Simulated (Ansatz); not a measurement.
# In2Hg2IBr3: the cost of one run

Computed with Ansatz 0.2.0 (DFT PBE, scalar-relativistic, plane waves, PAW, unless a step names another level, unless a step's input says otherwise).

4 further runs of the same task are left out: 3 that didn't finish, 1 set aside as unsound or not needed. Runs told in other sessions of the task aren't counted.

## (1) The system as given

Symmetry: R-3m, No. 166, trigonal system. The conventional cell has a = 8.714 Å, b = 8.714 Å, c = 23.983 Å, α = 90.00°, β = 90.00°, γ = 120.00°. Around In (site symmetry 3m) lie 3 Br at 2.73 Å and 1 I at 2.92 Å. I (site symmetry -3m) has 2 In at 2.92 Å in its first shell of neighbours. Br (site symmetry 2/m) is surrounded by 2 In at 2.73 Å.

As a file:

```
CELL_PARAMETERS angstrom
4.35709 2.51557 7.99424
-4.35709 2.51557 7.99424
0.00000 -5.03114 7.99424
ATOMIC_POSITIONS crystal
In 0.87807 0.87807 0.87807
In 0.12193 0.12193 0.12193
Hg 0.66570 0.66570 0.66570
Hg 0.33430 0.33430 0.33430
I 0.00000 0.00000 0.00000
Br 0.00000 0.00000 0.50000
Br 0.50000 0.00000 0.00000
Br 0.00000 0.50000 0.00000
```

It came out lowest among 26 distinct ends of the trial cells. At a tolerance of 0.02 Å it has space group R-3m (No. 166).

## (2) Tight relaxation for the response runs, on the response runs' mesh and smearing

Input file input.yaml:

```yaml
crystal:
  lattice:
    - [4.3570942489, 2.5155695375, 7.9942427611]
    - [-4.3570942489, 2.5155695375, 7.9942427611]
    - [0.0, -5.031139075, 7.9942427611]
  atoms:
    - { symbol: In, position: [0.8780671812, 0.8780671812, 0.8780671812] }
    - { symbol: In, position: [0.1219328188, 0.1219328188, 0.1219328188] }
    - { symbol: Hg, position: [0.6656964622, 0.6656964622, 0.6656964622] }
    - { symbol: Hg, position: [0.3343035378, 0.3343035378, 0.3343035378] }
    - { symbol: I, position: [0.0, 0.0, 0.0] }
    - { symbol: Br, position: [0.0, 0.0, 0.5] }
    - { symbol: Br, position: [0.5, 0.0, 0.0] }
    - { symbol: Br, position: [0.0, 0.5, 0.0] }
basis:
  ecutwfc: 420
kpoints:
  mp_grid: { grid: [6, 6, 6] }
hamiltonian:
  xc: pbe
scf:
  occupations: { method: fixed }
output:
  forces: true
  stress: true
  eigenvalues: true
  write_density: true
  write_potential: true
  elf: true
  volumetric_format: npy
relax:
  adjacent_minimum: "off"
  f_tol: 0.001
  max_steps: 60
  cell: { stress_tol: 0.01 }
```

Launch:

```console
ansatz run input.yaml --threads 3 --pin off --max-ram 7680MiB --backend cpu --events-out ev --progress --plain --runs-dir out
```

**Question.** How long does this run take on 3 threads of Intel Xeon 6975P-C (Granite Rapids), shared host, and how much memory does it need?

About 45 s, with a peak of 1.5 GiB.
